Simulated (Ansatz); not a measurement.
# Li6ZrMo3: the cost of one run

Computed with Ansatz 0.2.0 (DFT PBE, scalar-relativistic, plane waves, PAW, unless a step's input says otherwise).

## 1. The structure to begin with

The structure is cubic, space group Fm-3m (No. 225). The conventional cell has a = 8.539 Å, b = 8.539 Å, c = 8.539 Å, α = 90.00°, β = 90.00°, γ = 90.00°. Li (site symmetry 4mm) is surrounded by 1 Zr at 1.91 Å. Around Zr (site symmetry m-3m) lie 6 Li at 1.91 Å. Around Mo (site symmetry -43m) lie 12 Li at 3.03 Å. Mo (site symmetry m-3m) is surrounded by 6 Li at 2.36 Å.

As a file:

```
Li Zr Mo
1.0
     0.00000    4.26966    4.26966
     4.26966    0.00000    4.26966
     4.26966    4.26966    0.00000
Li Zr Mo
6 1 3
Direct
  0.77682 0.22318 0.22318
  0.22318 0.22318 0.77682
  0.22318 0.77682 0.77682
  0.22318 0.77682 0.22318
  0.77682 0.22318 0.77682
  0.77682 0.77682 0.22318
  0.00000 0.00000 0.00000
  0.75000 0.75000 0.75000
  0.25000 0.25000 0.25000
  0.50000 0.50000 0.50000
```

A structure generator made this guess: species swapped into a database cell of Cs3TlCl6 (Fm-3m, No. 225), with Mo on the Cs sites, Zr on the Tl sites and Li on the Cl sites. Lengths come from tabulated atomic sizes and are only a guess.

## 2. The guess as it stands, on a coarse mesh

File input.yaml:

```yaml
crystal:
  lattice:
    - [0.0, 4.26965716, 4.26965716]
    - [4.26965716, 0.0, 4.26965716]
    - [4.26965716, 4.26965716, 0.0]
  atoms:
    - { symbol: Li, position: [0.77681699, 0.22318301, 0.22318301] }
    - { symbol: Li, position: [0.22318301, 0.22318301, 0.77681699] }
    - { symbol: Li, position: [0.22318301, 0.77681699, 0.77681699] }
    - { symbol: Li, position: [0.22318301, 0.77681699, 0.22318301] }
    - { symbol: Li, position: [0.77681699, 0.22318301, 0.77681699] }
    - { symbol: Li, position: [0.77681699, 0.77681699, 0.22318301] }
    - { symbol: Zr, position: [0.0, 0.0, 0.0] }
    - { symbol: Mo, position: [0.75, 0.75, 0.75] }
    - { symbol: Mo, position: [0.25, 0.25, 0.25] }
    - { symbol: Mo, position: [0.5, 0.5, 0.5] }
basis:
  ecutwfc: 420
kpoints:
  mp_grid: { grid: [4, 4, 4] }
hamiltonian:
  xc: pbe
scf:
  occupations: { method: gaussian, width: 0.1 }
  lower_state_search: "off"
output:
  forces: true
  stress: true
  eigenvalues: true
```

Run with:

```bash
ansatz run input.yaml --threads 1 --pin off --max-ram 2048MiB --backend cpu --events-out ev --progress --plain --runs-dir out
```

**Question.** How long does this run take on 1 thread of Arm Neoverse V2, shared host, and how much memory does it need?

About 3.1 s, with a peak of 0.43 GiB.
